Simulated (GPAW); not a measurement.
A run of GPAW 26.7.0 is set up as follows.

Contents of run.py:

```python
from ase import Atoms
from ase.calculators.mixing import SumCalculator
from ase.filters import FrechetCellFilter
from ase.io import write
from ase.optimize import BFGS
from dftd4.ase import DFTD4
from gpaw import GPAW, PW, setup_paths

setup_paths.insert(0, '.')

atoms = Atoms(['Sn', 'Sn', 'Sn', 'Se'],
              cell=[[4.741879, 0.0, 0.0],
                    [0.0, 4.741879, 0.0],
                    [0.0, 0.0, 4.741879]],
              scaled_positions=[[0.5, 0.5, 0.0],
                                [0.5, 0.0, 0.5],
                                [0.0, 0.5, 0.5],
                                [0.0, 0.0, 0.0]],
              pbc=True)

calc = GPAW(mode=PW(600),
            xc='PBEsol',
            kpts={'size': (6, 6, 6), 'gamma': True},
            occupations={'name': 'fermi-dirac', 'width': 0.05},
            nbands=38,
            convergence={'density': 1e-05, 'forces': 0.0001},
            maxiter=150,
            txt='gpaw.txt')
atoms.calc = SumCalculator([calc, DFTD4(method='pbesol')])
opt = BFGS(FrechetCellFilter(atoms), trajectory='relax.traj', logfile='-')
done = opt.run(fmax=0.02, steps=60)
calc.write('gs.gpw')
write('result.traj', atoms)
print('Converged:', done)
print('Cell:', atoms.cell.cellpar().round(4))
print('Volume:', round(atoms.get_volume(), 4))
print(atoms.get_scaled_positions().round(5))
```

Potentials or basis: PAW data sets generated in the run's folder for this functional, pw.

Launch:

```sh
$ gpaw-setup -f PBEsol Se Sn
$ OMP_NUM_THREADS=1 python run.py
```

What does it give for the relaxed volume?

24.42 Å³/atom.

What does it give for the relaxed cell?

a = 4.606 Å, b = 4.606 Å, c = 4.606 Å, α = 90.00°, β = 90.00°, γ = 90.00°.

Predict the dispersion energy per atom.

-0.260 eV.

Estimate the space group after relaxing (to 0.05 Å).

Pm-3m (No. 221).

Final structure:
```
Sn Se
1.0
     4.60565    0.00000    0.00000
     0.00000    4.60565    0.00000
     0.00000    0.00000    4.60565
Sn Se
3 1
Direct
  0.50000 0.50000 0.00000
  0.50000 0.00000 0.50000
  0.00000 0.50000 0.50000
  0.00000 0.00000 0.00000
```

Caveat: later steps reuse the first step's grids; pairwise dispersion overbinds metals, which lowers pressure and volume.
